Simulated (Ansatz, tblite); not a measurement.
# The cluster K₈F₈: one state, many levels

An exercise on one series of results from a longer session: the logs are not shown, and one member is left open.

Program: Ansatz 0.2.0, Gaussian basis. Level of theory: as each input shows. These are calculated values, not measurements.

The runs, in order: GFN1-xTB, GFN2-xTB, PBE-D4/def2-SVP, r2SCAN-D4/def2-SVP, HF/6-31G, B3LYP-D4/6-31G, MP2/def2-SVP, RPA/def2-SVP.

7 further runs of the same task are left out: 7 that didn't finish. Runs told in other sessions of the task aren't counted.

## The geometry

The singlet was relaxed beforehand with r2SCAN-D4/def2-SVP.

16 atoms, charge 0, spin multiplicity 1.

Bond lengths: K1–F2 2.515 Å, K1–F5 2.447 Å, K1–F9 2.449 Å, F2–K3 2.494 Å, F2–K6 2.663 Å, F2–K10 2.597 Å, K3–F4 2.447 Å, K3–F7 2.482 Å, F4–K8 2.501 Å, F4–K12 2.447 Å, F5–K6 2.507 Å, F5–K13 2.450 Å, K6–F7 2.480 Å, K6–F14 2.597 Å, F7–K8 2.443 Å, K8–F16 2.447 Å, F9–K10 2.507 Å, F9–K13 2.447 Å and more. Angles: F2–K1–F5 89.1°, F2–K1–F9 88.6°, F5–K1–F9 85.4°, K1–F2–K3 158.6°, K1–F2–K6 90.3°, K1–F2–K10 90.9°, K3–F2–K6 89.6°, K3–F2–K10 110.5°, K6–F2–K10 92.3°, F2–K3–F4 133.0°, F2–K3–F7 89.9°, F4–K3–F7 86.2°, K3–F4–K8 93.5°, K3–F4–K12 118.2°, K8–F4–K12 93.9°, K1–F5–K6 95.7°, K1–F5–K13 94.5°, K6–F5–K13 94.6° and more.

PBE0-D4/def2-SVP was run before; its log isn't repeated, and its numbers join the tables.

The first run:

Tight binding, by tblite at 300 K electronic temperature and without a spin-polarisation term:

```python
tblite.interface.Calculator('GFN1-xTB', numbers, positions, charge=0, uhf=0).singlepoint()
```

Tight binding, by tblite at 300 K electronic temperature and without a spin-polarisation term:

```python
tblite.interface.Calculator('GFN2-xTB', numbers, positions, charge=0, uhf=0).singlepoint()
```

start.molden holds the orbitals of an earlier run on this state, given as this run's starting guess.

The input, in.yaml:

```yaml
crystal:
  periodic: [false, false, false]
  atoms:
    - {symbol: K, position_ang: [-1.290954, -1.252777, -3.633008]}
    - {symbol: F, position_ang: [-1.295769, -1.280819, -1.118485]}
    - {symbol: K, position_ang: [-2.212072, -1.305289, 1.200524]}
    - {symbol: F, position_ang: [-1.162148, -1.217633, 3.409332]}
    - {symbol: F, position_ang: [-1.160094, 1.189398, -3.568924]}
    - {symbol: K, position_ang: [-1.301014, 1.382077, -1.073362]}
    - {symbol: F, position_ang: [-2.139249, 1.174870, 1.251072]}
    - {symbol: K, position_ang: [-1.276541, 1.277775, 3.534386]}
    - {symbol: F, position_ang: [1.156734, -1.188092, -3.569165]}
    - {symbol: K, position_ang: [1.299194, -1.381025, -1.073736]}
    - {symbol: F, position_ang: [2.141281, -1.175103, 1.249189]}
    - {symbol: K, position_ang: [1.280847, -1.280104, 3.532891]}
    - {symbol: K, position_ang: [1.287742, 1.254242, -3.632937]}
    - {symbol: F, position_ang: [1.293776, 1.281898, -1.118460]}
    - {symbol: K, position_ang: [2.212078, 1.305385, 1.199960]}
    - {symbol: F, position_ang: [1.166179, 1.215198, 3.410722]}
basis:
  gaussian: {orbitals: def2-SVP, initial_orbitals: start.molden}
hamiltonian: {xc: pbe, dispersion: d4}
scf: {omitted_lower_state_checks: [starts]}
output: {forces: true, orbitals: {seedname: orbitals}}
```

Run with:

```
$ ansatz run in.yaml --threads 4 --pin off --events-out ev --progress --plain --max-ram 6963MiB
```

Steps of the session up to this table: PBE-D4/def2-SVP; r2SCAN-D4/def2-SVP; HF/6-31G; B3LYP-D4/6-31G; MP2/def2-SVP; RPA/def2-SVP.

One table of the session follows, with a row left open; its other results are not shown here.

It belongs to the step «Binding energy». 

| level | binding an atom (eV) |
| --- | --- |
| HF/6-31G | 2.412 |
| HF/def2-SVP | 2.464 |
| PBE-D4/def2-SVP | ? |
| r2SCAN-D4/def2-SVP | 3.473 |
| B3LYP-D4/6-31G | 3.390 |
| PBE0-D4/def2-SVP | 3.372 |
| RPA/def2-SVP | 2.965 |
| MP2/def2-SVP | 3.396 |

Q: Estimate the row for PBE-D4/def2-SVP from the others.

The run gave: binding an atom (eV): 3.518. In the column «binding an atom (eV)» it is the highest.

To keep in mind: Free atoms were run apart at each level; binding is atoms less cluster, divided by the number of atoms, without zero-point or spin-orbit terms.
